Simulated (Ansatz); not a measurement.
# AsH6InO3: vertical ionisation energy

How much energy removes an electron from AsH6InO3 at fixed geometry? The cation is run at each level and the neutral's energy taken from earlier runs.

Computed with Ansatz 0.2.0, Gaussian basis. Level: unrestricted cation, the program's frozen cores in correlated methods.

The runs, in order: UKS PBE-D4/def2-TZVPP; UKS r2SCAN-D4/def2-TZVPP; UKS PBE0-D4/def2-TZVPP; UKS B3LYP-D4/def2-TZVPP; UKS wB97X-V/def2-TZVPP; UKS B2PLYP/def2-TZVPP; UHF-CCSD(T)/def2-TZVPP; UHF-MP2/def2-QZVPP; extrapolation to the limit; then −ε(HOMO) from the neutral's earlier runs with LDA (SPW92), PBE-D4, revPBE-D4, BLYP-D4, r2SCAN-D4, B97M-V, PBE0-D4, B3LYP-D4, r2SCANh-D4, r2SCAN0-D4, HSE06-D4, BHLYP-D4, CAM-B3LYP-D4, LC-ωPBE, ωB97X-V, ωB97M-V.

1 further run of the same task is left out (it didn't finish).

**1. The relaxed structure**

The geometry comes from an earlier relaxation with PBE0-D4 in a triple-zeta def2 set; it is a stationary point, not always the lowest conformer. In takes the def2 core potential; no spin-orbit term is included.

11 atoms, charge 0, spin multiplicity 1.

Atoms are counted from 1 here; the program's logs count them from 0.

Bond lengths: O1–In2 1.993 Å, O1–H6 0.960 Å, In2–O3 1.993 Å, In2–O4 1.993 Å, In2–As5 2.871 Å, O3–H7 0.960 Å, O4–H8 0.960 Å, As5–H9 1.508 Å, As5–H10 1.508 Å, As5–H11 1.508 Å. Angles: In2–O1–H6 111.8°, O1–In2–O3 119.0°, O1–In2–O4 119.0°, O1–In2–As5 95.8°, O3–In2–O4 119.0°, O3–In2–As5 95.9°, O4–In2–As5 95.9°, In2–O3–H7 111.7°, In2–O4–H8 111.8°, In2–As5–H9 120.1°, In2–As5–H10 120.0°, In2–As5–H11 120.0°, H9–As5–H10 97.1°, H9–As5–H11 97.1°, H10–As5–H11 97.1°.

**2. Cation, UKS PBE-D4/def2-TZVPP**

in.yaml

```yaml
crystal:
  periodic: [false, false, false]
  atoms:
    - {symbol: O, position_ang: [-1.876742, 0.298258, 1.374190]}
    - {symbol: In, position_ang: [-0.070962, -0.439294, 0.963367]}
    - {symbol: O, position_ang: [1.536158, 0.461646, 1.724610]}
    - {symbol: O, position_ang: [0.083169, -2.328643, 0.346807]}
    - {symbol: As, position_ang: [0.138343, 0.739261, -1.646693]}
    - {symbol: H, position_ang: [-1.833853, 1.003091, 2.024684]}
    - {symbol: H, position_ang: [2.268135, -0.149900, 1.834524]}
    - {symbol: H, position_ang: [-0.757376, -2.789669, 0.398862]}
    - {symbol: H, position_ang: [1.351194, 0.471839, -2.502212]}
    - {symbol: H, position_ang: [0.128177, 2.239441, -1.800815]}
    - {symbol: H, position_ang: [-0.900944, 0.436870, -2.696822]}
basis:
  gaussian: {orbitals: def2-TZVPP}
total_charge: 1
magnetization: {spin_polarized: true, initial_magnetization: 1}
hamiltonian: {xc: pbe, dispersion: d4}
```

Launch:

```
$ ansatz run in.yaml --threads 2 --pin off --events-out ev --progress --plain --max-ram 32768MiB --backend cpu
```

After this run come: Cation, UKS r2SCAN-D4/def2-TZVPP; Cation, UKS PBE0-D4/def2-TZVPP; Cation, UKS B3LYP-D4/def2-TZVPP; Cation, UKS wB97X-V/def2-TZVPP; Cation, UKS B2PLYP (frozen core)/def2-TZVPP; Cation, UHF-CCSD(T)/def2-TZVPP; Cation, UHF-MP2/def2-QZVPP.

Before running them: what should the planned runs give, taken together? Wanted: ionisation energy, CCSD(T)/CBS; nearest functional by difference; nearest −ε(HOMO); −ε(HOMO) of PBE; T1 of the cation.

**Answer**, as computed:

```
                        quantity               value
  ionisation energy, CCSD(T)/CBS            10.65 eV
nearest functional by difference   B2PLYP (-0.33 eV)
                nearest −ε(HOMO)  LC-ωPBE (+0.05 eV)
                 −ε(HOMO) of PBE             6.33 eV
                T1 of the cation               0.026
```

By cation minus neutral, the functionals miss by 1.54 eV at most. −ε(HOMO) of PBE misses by 4.3 eV, since self-interaction lifts the level. Among orbital estimates LC-ωPBE comes nearest. Hartree-Fock falls 1.80 eV short, as the neutral has more correlation energy than the cation. Correlated methods include outer-core shells of As, In, which these sets cover unevenly. With outer-core shells in play the reference is unsure by up to some tenths of an eV, so close misses can't be ranked.
